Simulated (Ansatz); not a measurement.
# CH₅BrSi + H₂: a complex and its separated parts

Aim: how far the complex at one end of a reaction step lies below its separated, relaxed parts, level by level.

Computed with Ansatz 0.2.0, Gaussian basis. Level: PBE0-D4/def2-TZVP structures, single points in def2-TZVPP, no counterpoise correction.

Levels: SPW92, PBE-D4, BLYP-D4, r2SCAN-D4, B97M-V, PBE0-D4, B3LYP-D4, r2SCAN0-D4, BHLYP-D4, CAM-B3LYP-D4, wB97X-V, wB97M-V, B2PLYP, PBE-QIDH, RPA on PBE, Hartree-Fock, MP2, CCSD, CCSD(T).

Cores are frozen in the correlated methods. Filled d shells of the heavier atoms are correlated. B3LYP uses VWN-RPA correlation. B2PLYP carries no dispersion term here.

21 further runs of the same task are left out: 21 set aside as unsound or not needed.

## 1. The system as given

The complex: 10 atoms, charge 0, spin multiplicity 1.

Atoms are counted from 1 here; the program's logs count them from 0.

Bond lengths: Si1–H3 1.483 Å, Si1–H4 1.483 Å, Si1–C5 1.857 Å, Si1–Br7 2.231 Å, H2–H6 0.747 Å, C5–H8 1.094 Å, C5–H9 1.092 Å, C5–H10 1.092 Å. Angles: H3–Si1–H4 109.6°, H3–Si1–C5 111.8°, H3–Si1–Br7 107.0°, H4–Si1–C5 111.8°, H4–Si1–Br7 106.9°, C5–Si1–Br7 109.6°, Si1–C5–H8 109.9°, Si1–C5–H9 110.7°, Si1–C5–H10 110.6°, H8–C5–H9 108.5°, H8–C5–H10 108.5°, H9–C5–H10 108.6°.

Geometry (Å):

```
Si   -1.09232    0.22214   -0.08737
H     2.38971    0.60546   -1.73040
H    -0.94233    0.02233   -1.54882
H    -2.51846    0.07275    0.29082
C     0.00099   -0.92467    0.88203
H     2.01929    1.15621   -1.38757
Br   -0.52615    2.33617    0.34463
H    -0.27508   -1.96296    0.67692
H    -0.10320   -0.74405    1.95353
H     1.04755   -0.78349    0.60603
```

Its parts: CH₅BrSi holds atoms 1, 3, 4, 5, 7, 8, 9, 10; H₂ holds atoms 2, 6. Each part counts its atoms afresh in its own runs.

## 2. Relaxing CH₅BrSi alone

relax-a/in.yaml reads:

```yaml
crystal:
  periodic: [false, false, false]
  atoms:
    - {symbol: Si, position_ang: [-1.092319, 0.222137, -0.087373]}
    - {symbol: H, position_ang: [-0.942327, 0.022326, -1.548823]}
    - {symbol: H, position_ang: [-2.518465, 0.072751, 0.290817]}
    - {symbol: C, position_ang: [0.000987, -0.924666, 0.882034]}
    - {symbol: Br, position_ang: [-0.526146, 2.336173, 0.344630]}
    - {symbol: H, position_ang: [-0.275076, -1.962957, 0.676925]}
    - {symbol: H, position_ang: [-0.103204, -0.744053, 1.953527]}
    - {symbol: H, position_ang: [1.047547, -0.783491, 0.606029]}
basis:
  gaussian: {orbitals: def2-TZVP}
hamiltonian: {xc: pbe0, dispersion: d4}
relax: {f_tol: 0.005, max_steps: 200}
```

No record of the launch command was kept for these runs.

Further steps of the session: Relaxing H₂ alone; wB97M-V/def2-TZVPP; CCSD(T)/def2-TZVPP; Vibrations of CH₅BrSi; Vibrations of H₂.

Before running it: what results should come out? Wanted: complex less parts, CCSD(T)/def2-TZVPP; with zero-point energy; largest T1 diagnostic.

**Answer**, as computed:

| quantity | value |
| --- | --- |
| complex less parts, CCSD(T)/def2-TZVPP | -0.55 kcal/mol |
| with zero-point energy | +0.34 kcal/mol |
| largest T1 diagnostic | 0.008 |

At CCSD(T) the complex lies 0.55 kcal/mol below its parts. The functionals run from BLYP-D4, off by +0.01 kcal/mol, to SPW92, off by -0.95 kcal/mol, against CCSD(T). By rung, the mean size of the error is: LDA 0.95, GGA 0.23, meta-GGA 0.12, hybrid 0.17, range-separated hybrid 0.19, double hybrid 0.28 kcal/mol. PBE-D4 gives a relative energy 0.44 kcal/mol too low, an error of 81 % of the reference. No counterpoise was applied, and triple zeta lacks some correlation, so the CCSD(T) reference has a basis error of its own, and close matches with it are partly luck.
